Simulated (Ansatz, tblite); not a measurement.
# CoF₂H₈O₄: a ladder of methods and basis sets

One table from this session's results is given with a row withheld; the runs are named, their logs left out.

Program: Ansatz 0.2.0, Gaussian basis. Level of theory: as each input shows. These are calculated values, not measurements.

The runs, in order: GFN1-xTB, GFN2-xTB, PBE-D4/def2-TZVP, r2SCAN-D4/def2-TZVP, HSE06-D4/def2-TZVP, BHLYP-D4/def2-TZVP, LDA/def2-TZVP, BLYP-D4/def2-TZVP, B3LYP-D4/def2-TZVP, PBE+10HF/def2-SVP, PBE+15HF/def2-SVP, PBE+40HF/def2-SVP, PBE-D4/def2-SVP, PBE0-D4/def2-SVP, HF/STO-3G, HF/6-31G, B3LYP-D4/6-31G, PBE0-D4/def2-TZVPD, PBE-D4/def2-TZVPD, r2SCAN-D4/def2-TZVPD, MP2/def2-TZVP, RPA/def2-TZVP.

### The geometry

The geometry is that of the quartet, from an earlier relaxation (r2SCAN-D4/def2-SVP).

15 atoms, charge 0, spin multiplicity 4.

Bond lengths: Co1–F2 1.971 Å, Co1–F3 1.971 Å, Co1–O4 2.180 Å, Co1–O7 2.180 Å, Co1–O10 2.148 Å, Co1–O13 2.148 Å, O4–H5 0.967 Å, O4–H6 1.001 Å, O7–H8 1.001 Å, O7–H9 0.967 Å, O10–H11 0.993 Å, O10–H12 0.969 Å, O13–H14 0.969 Å, O13–H15 0.993 Å. Angles: F2–Co1–F3 179.9°, F2–Co1–O4 72.5°, F2–Co1–O7 107.6°, F2–Co1–O10 105.9°, F2–Co1–O13 74.1°, F3–Co1–O4 107.4°, F3–Co1–O7 72.5°, F3–Co1–O10 74.1°, F3–Co1–O13 105.9°, O4–Co1–O7 179.8°, O4–Co1–O10 83.4°, O4–Co1–O13 96.8°, O7–Co1–O10 96.4°, O7–Co1–O13 83.4°, O10–Co1–O13 179.8°, Co1–O4–H5 114.0°, Co1–O4–H6 76.8°, H5–O4–H6 105.5° and more.

Geometry (Å):

```
Co    0.0005   -0.0017    0.0001
F     0.5609   -0.7302    1.7432
F    -0.5574    0.7272   -1.7438
O     2.1695    0.1777    0.1186
H     2.6477   -0.5018   -0.3766
H     1.9277   -0.2472    0.9920
O    -2.1695   -0.1737   -0.1191
H    -1.9252    0.2480   -0.9935
H    -2.6423    0.5109    0.3743
O     0.0610    2.1355    0.2071
H    -0.1475    2.0512   -0.7603
H     1.0101    2.3300    0.2407
O    -0.0657   -2.1386   -0.2060
H    -1.0151   -2.3318   -0.2374
H     0.1455   -2.0555    0.7608
```

No spin-orbit coupling is included.

PBE0-D4/def2-TZVP was run before; its log isn't repeated, and its numbers join the tables.

The first run:

Tight binding, by tblite at 300 K electronic temperature and without a spin-polarisation term:

```python
tblite.interface.Calculator('GFN1-xTB', numbers, positions, charge=0, uhf=3).singlepoint()
```

Tight binding, by tblite at 300 K electronic temperature and without a spin-polarisation term:

```python
tblite.interface.Calculator('GFN2-xTB', numbers, positions, charge=0, uhf=3).singlepoint()
```

start.molden holds the orbitals of an earlier run on this state, given as this run's starting guess.

Contents of in.yaml:

```yaml
crystal:
  periodic: [false, false, false]
  atoms:
    - {symbol: Co, position_ang: [0.000464, -0.001695, 0.000072]}
    - {symbol: F, position_ang: [0.560895, -0.730231, 1.743159]}
    - {symbol: F, position_ang: [-0.557449, 0.727176, -1.743822]}
    - {symbol: O, position_ang: [2.169482, 0.177703, 0.118558]}
    - {symbol: H, position_ang: [2.647654, -0.501756, -0.376637]}
    - {symbol: H, position_ang: [1.927665, -0.247172, 0.992028]}
    - {symbol: O, position_ang: [-2.169532, -0.173712, -0.119132]}
    - {symbol: H, position_ang: [-1.925154, 0.248050, -0.993454]}
    - {symbol: H, position_ang: [-2.642312, 0.510851, 0.374349]}
    - {symbol: O, position_ang: [0.061031, 2.135543, 0.207079]}
    - {symbol: H, position_ang: [-0.147496, 2.051178, -0.760347]}
    - {symbol: H, position_ang: [1.010134, 2.330014, 0.240681]}
    - {symbol: O, position_ang: [-0.065729, -2.138591, -0.205987]}
    - {symbol: H, position_ang: [-1.015128, -2.331820, -0.237353]}
    - {symbol: H, position_ang: [0.145493, -2.055508, 0.760806]}
basis:
  gaussian: {orbitals: def2-TZVP, initial_orbitals: start.molden}
magnetization: {spin_polarized: true, initial_magnetization: 3}
hamiltonian: {xc: pbe, dispersion: d4}
scf: {omitted_lower_state_checks: [starts]}
output: {orbitals: {seedname: orbitals}}
```

Run with:

```console
$ ansatz run in.yaml --threads 4 --pin off --events-out ev --progress --plain --max-ram 8704MiB
```

Among the steps run: PBE-D4/def2-TZVP; r2SCAN-D4/def2-TZVP; HSE06-D4/def2-TZVP; BHLYP-D4/def2-TZVP; LDA/def2-TZVP; BLYP-D4/def2-TZVP; B3LYP-D4/def2-TZVP; PBE+10HF/def2-SVP; PBE+15HF/def2-SVP; PBE+40HF/def2-SVP; PBE-D4/def2-SVP; PBE0-D4/def2-SVP; HF/STO-3G; HF/6-31G; B3LYP-D4/6-31G; PBE0-D4/def2-TZVPD; PBE-D4/def2-TZVPD; r2SCAN-D4/def2-TZVPD; MP2/def2-TZVP; RPA/def2-TZVP.

One table of the session follows, with a row left open; its other results are not shown here.

It belongs to the step «Binding energy». 

| level | binding an atom (eV) |
| --- | --- |
| HF/6-31G | 2.156 |
| HF/def2-TZVP | 2.337 |
| LDA/def2-TZVP | 4.106 |
| PBE-D4/def2-SVP | 3.620 |
| PBE-D4/def2-TZVP | 3.535 |
| PBE-D4/def2-TZVPD | 3.543 |
| BLYP-D4/def2-TZVP | 3.480 |
| r2SCAN-D4/def2-TZVP | 3.497 |
| r2SCAN-D4/def2-TZVPD | 3.508 |
| B3LYP-D4/6-31G | 3.331 |
| B3LYP-D4/def2-TZVP | ? |
| PBE0-D4/def2-SVP | 3.485 |
| PBE0-D4/def2-TZVP | 3.430 |
| PBE0-D4/def2-TZVPD | 3.441 |
| HSE06-D4/def2-TZVP | 3.432 |
| BHLYP-D4/def2-TZVP | 3.332 |
| MP2/def2-TZVP | 3.450 |

Estimate the missing values for B3LYP-D4/def2-TZVP.

Worked estimate for «binding an atom (eV)». Against the share of exact exchange, BLYP-D4/def2-TZVP (0, 3.480), BHLYP-D4/def2-TZVP (0.5, 3.332) give a slope of -0.296 per unit share; at 0.2 the line stands at 3.421.

As computed: binding an atom (eV): 3.461. In «binding an atom (eV)» the line misses by -0.040.

To keep in mind: Free atoms were run apart at each level; binding is atoms less cluster, divided by the number of atoms, without zero-point or spin-orbit terms.
